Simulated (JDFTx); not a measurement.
## InRh under changes of volume

One of the cells (16.323 Å³/atom); the others are scaled copies at fixed shape and fractional positions:

```
CELL_PARAMETERS angstrom
3.19600 0.00000 0.00000
0.00000 3.19600 0.00000
0.00000 0.00000 3.19600
ATOMIC_POSITIONS crystal
In 0.50000 0.50000 0.50000
Rh 0.00000 0.00000 0.00000
```

* Program: JDFTx 1.7.0 (patched build)
* Functional: PBEsol
* Potentials or basis: PseudoDojo-SR-PBEsol-0.4.1-standard with smoothed tails
* Cutoff: 1197 eV
* Density cutoff: 9578 eV
* k mesh: 8 × 8 × 8
* Occupations: fermi-dirac, width 0.05 eV
* Spin: no spin polarisation

| volume (Å³/atom) | energy over the lowest point (meV/atom) | pressure (GPa) |
| --- | --- | --- |
| 15.343 | 31.87 | 11.8 |
| 15.670 | ? | ? |
| 15.996 | 2.38 | 3.0 |
| 16.323 | 0.00 | -0.6 |
| 16.649 | 4.60 | -3.9 |
| 16.976 | 15.35 | -6.7 |
| 17.302 | 31.52 | -9.2 |

**Question.** What does the run at 15.670 Å³/atom give?

**Answer.** Energy over the lowest point 12.67 meV/atom; pressure 7.1 GPa.

Worked out: A Birch-Murnaghan fit of order 3 (a polynomial in V^(-2/3)) to the other rows has its minimum at 16.26 Å³/atom with B0 = V·E''(V) = 174 GPa and B' = 5.2. It gives 12.63 meV/atom at 15.670 Å³/atom, against the run's 12.67, and -dE/dV = 7.1 GPa, against 7.1.

Energies are extrapolated to zero smearing.
